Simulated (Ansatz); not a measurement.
# FGeH₂O− (SMILES [O-][GeH2][F]): single points off equilibrium

The task here is to estimate one member of a computed series from the others.

The runs use Ansatz 0.2.0, Gaussian basis; single points in def2-TZVPPD.

Cores are frozen in the correlated methods. Filled d shells of the heavier atoms are correlated.

**Starting geometry**

SMILES `[O-][GeH2][F]`, 5 atoms, charge -1, spin multiplicity 1.

Atoms are counted from 1 here; the program's logs count them from 0.

Bond lengths: O1–Ge2 1.607 Å, Ge2–F3 1.827 Å, Ge2–H4 1.528 Å, Ge2–H5 1.562 Å. Angles: O1–Ge2–F3 115.5°, O1–Ge2–H4 120.9°, O1–Ge2–H5 120.3°, F3–Ge2–H4 97.0°, F3–Ge2–H5 96.0°, H4–Ge2–H5 102.1°.

Coordinates:

```
O    -0.62020    0.04000    1.63480
Ge    0.01800   -0.05190    0.16320
F    -0.86720    0.87630   -1.13770
H     0.09370   -1.38650   -0.57720
H     1.42480    0.56250   -0.12460
```

Set-up of the first run:

run/in.yaml reads:

```yaml
crystal:
  periodic: [false, false, false]
  atoms:
    - {symbol: O, position_ang: [-0.620200, 0.040000, 1.634800]}
    - {symbol: Ge, position_ang: [0.018000, -0.051900, 0.163200]}
    - {symbol: F, position_ang: [-0.867200, 0.876300, -1.137700]}
    - {symbol: H, position_ang: [0.093700, -1.386500, -0.577200]}
    - {symbol: H, position_ang: [1.424800, 0.562500, -0.124600]}
basis:
  gaussian: {orbitals: "def2-TZVPPD.json"}
total_charge: -1
correlation: {method: ccsd_t}
output: {forces: true}
```

The basis file named in the input lies beside it (Basis Set Exchange, JSON).

The command line of these runs was not kept.

Among the steps run: CCSD(T)/def2-TZVPPD; PBE0-D4/def2-TZVPPD; wB97M-V/def2-TZVPPD; r2SCAN-D4/def2-TZVPPD; PBE-D4/def2-TZVPPD; wB97X-V/def2-TZVPPD; r2SCANh-D4/def2-TZVPPD.

One of the session's tables, all rows but one given; the rest of the session is left out.

| method | RMS force component (eV/Å) | angle to CCSD(T) forces (°) |
| --- | --- | --- |
| CCSD(T) | 1.325 | reference |
| PBE0-D4 | 1.190 | 3.6 |
| wB97M-V | 1.233 | 1.9 |
| r2SCAN-D4 | 1.235 | 2.9 |
| PBE-D4 | 1.415 | 10.5 |
| wB97X-V | ? | ? |
| r2SCANh-D4 | 1.180 | 2.7 |

Q: Estimate the row for wB97X-V from the others.

The run gave: RMS force component (eV/Å): 1.206; angle to CCSD(T) forces (°): 2.3. In the column «RMS force component (eV/Å)» it lies between PBE0-D4 (1.190) and wB97M-V (1.233).
